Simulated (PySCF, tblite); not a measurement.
# C₇H₉B: geometry, infrared bands and NMR shifts

Wanted: the infrared bands and NMR shifts of C₇H₉B (`B[C@]12C=C[C@H](C=C1)C2`), by calculation.

Computed with tblite 0.8.0 and PySCF 2.14.0, with density-fitted response routines of our own, on a single molecule in the gas phase. Atoms are numbered from 0 throughout.

### 1 The starting structure

17 atoms, charge 0, multiplicity 1; geometry from: force field or distance geometry start.

Bonds of the start (Å): B0–C1 1.60, C1–C2 1.51, C2–C3 1.35, C3–C4 1.51, C4–C5 1.51, C5–C6 1.35, C4–C7 1.53, C6–C1 1.51, C7–C1 1.50, B0–H8 1.18, B0–H9 1.18, C2–H10 1.08, C3–H11 1.08, C4–H12 1.11, C5–H13 1.08, C6–H14 1.08, C7–H15 1.11, C7–H16 1.12.

### 2 Relaxing the molecule with GFN2-xTB

What the job is given:

```
{"job": {"kind": "relax", "xc": "GFN2-xTB", "basis": "xTB"}, "charge": 0, "multiplicity": 1}
B      2.175900    -0.318700    -0.649800
C      0.680500    -0.114400    -0.109000
C      0.438900     1.141500     0.694500
C     -0.901300     1.325200     0.683800
C     -1.487700     0.166000    -0.092600
C     -1.223400    -1.089200     0.699400
C      0.111700    -1.264100     0.697000
C     -0.395700     0.024800    -1.151100
H      2.537600     0.367100    -1.537400
H      2.994500    -0.691200     0.106600
H      1.154300     1.789800     1.169900
H     -1.439800     2.136300     1.157200
H     -2.530800     0.304900    -0.455900
H     -1.944200    -1.740000     1.168700
H      0.642900    -2.067700     1.189400
H     -0.292700     0.925300    -1.789400
H     -0.527700    -0.883800    -1.791000
```

The run is started by

```console
$ OMP_NUM_THREADS=1 python probes_run.py task.json out
```

One launch serves the whole session: the jobs run in the order shown.

**Question.** This job is followed by: GFN2-xTB harmonic vibrations, gas phase; GIAO PBE0/pcSseg-1 NMR shielding, non-relativistic, gas phase. What will the session give for the following? strongest single infrared mode (GFN2-xTB); zero-point energy (GFN2-xTB); ¹³C shifts against TMS (PBE0/pcSseg-1, means over atoms taken as alike); ¹H shifts against TMS (PBE0/pcSseg-1, means over atoms taken as alike); ¹¹B shifts against BF3·OEt2 (PBE0/pcSseg-1).

As calculated:

```
                                                               quantity                               value
                              strongest single infrared mode (GFN2-xTB)               2671 cm⁻¹, 131 km/mol
                                           zero-point energy (GFN2-xTB)                       85.2 kcal/mol
¹³C shifts against TMS (PBE0/pcSseg-1, means over atoms taken as alike)  155.2, 153.5, 84.6, 66.9, 55.2 ppm
 ¹H shifts against TMS (PBE0/pcSseg-1, means over atoms taken as alike)    8.28, 7.38, 7.09, 3.59, 2.43 ppm
                            ¹¹B shifts against BF3·OEt2 (PBE0/pcSseg-1)                            90.7 ppm
```

What this shows: Relaxing lowered the energy by 0.342 eV in 22 steps; the close pair that moved most is C1–C7, from 1.505 to 1.551 Å. All 45 modes are real, so the xTB geometry is a minimum. The strongest single mode, at 2671 cm⁻¹, moves mainly H9 and H8. GFN2-xTB is a fitted tight-binding method: band positions and strengths are rough. Its intensities can rank the bands wrongly.
